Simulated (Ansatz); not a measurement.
**Hf2Pd2Se2Br2O3 in Ansatz: convergence with k mesh**

Input of the first run (k mesh 3 × 3 × 1); the others differ in this setting and in those tied to it:

File input.yaml:

```yaml
crystal:
  lattice:
    - [7.67722, -1.70971, 0.0]
    - [7.67722, 1.70971, 0.0]
    - [-3.99941, 0.0, 12.58754]
  atoms:
    - { symbol: Hf, position: [0.05486, 0.05486, 0.93856] }
    - { symbol: Hf, position: [0.39372, 0.39372, 0.71691] }
    - { symbol: Pd, position: [0.8208, 0.8208, 0.49036] }
    - { symbol: Pd, position: [0.67714, 0.67714, 0.25693] }
    - { symbol: Se, position: [0.07768, 0.07768, 0.15435] }
    - { symbol: Se, position: [0.21009, 0.21009, 0.412] }
    - { symbol: Br, position: [0.41355, 0.41355, 0.9548] }
    - { symbol: Br, position: [0.75396, 0.75396, 0.71349] }
    - { symbol: O, position: [0.40299, 0.40299, 0.57873] }
    - { symbol: O, position: [0.61446, 0.61446, 0.92698] }
    - { symbol: O, position: [0.96906, 0.96906, 0.77831] }
hamiltonian:
  xc: pbe
  pseudopotentials: { kind: paw }
kpoints:
  mp_grid: { grid: [3, 3, 1] }
scf:
  occupations: { method: fermi_dirac, width: 0.05 }
output:
  forces: true
  stress: true
  eigenvalues: true
```

Potentials or basis: Ansatz PAW.

Run with:

```bash
$ ansatz run input.yaml --threads 8 --pin off --max-ram 20480MiB --backend cpu --events-out ev --progress --plain --runs-dir out
```

The cell was built by a generator and needn't be a form met in nature.

Hardware: 8 threads of Arm Neoverse V1, with other jobs on the host.

```csv
k mesh,"energy less the tightest run, at zero smearing (meV/atom)",pressure (GPa),largest force (eV/Å),gap on the mesh (eV),SCF cycles,CPU time (s),peak memory (GiB)
3 × 3 × 1,-3.08,0.06,0.424,1.268,10,16,0.91
4 × 4 × 1,1.86,0.04,0.072,0.888,10,23,1.1
5 × 5 × 2,2.35,0.02,0.195,0.640,10,64,1.6
6 × 6 × 2,0.87,0.01,0.126,0.662,10,85,1.7
7 × 7 × 2,-0.12,0.01,0.023,0.754,10,120,1.7
9 × 9 × 3,-0.03,0.00,0.025,0.717,10,260,2.3
11 × 11 × 3,0.06,0.00,0.045,0.639,10,380,2.7
13 × 13 × 4,0.00,0.00,0.034,0.708,10,700,4
```

Against the tightest run, the energy stays within 1 meV/atom from 6 × 6 × 2 on; the pressure stays within 0.1 GPa from 3 × 3 × 1 on. Not settled before the last step: the largest force (to 0.005 eV/Å), the gap on the mesh (to 0.01 eV). Meshes of other sizes hit other points, so gaps and Fermi surfaces needn't settle smoothly. The tightest run that finished is the yardstick and may itself not be fully converged.

Caveat, for the tightest run too: odd divisions of the mesh miss points on the zone boundary, where band edges often lie, so the gap on the mesh can be too wide; spin-orbit coupling is left out, which moves the levels of the heavy elements.
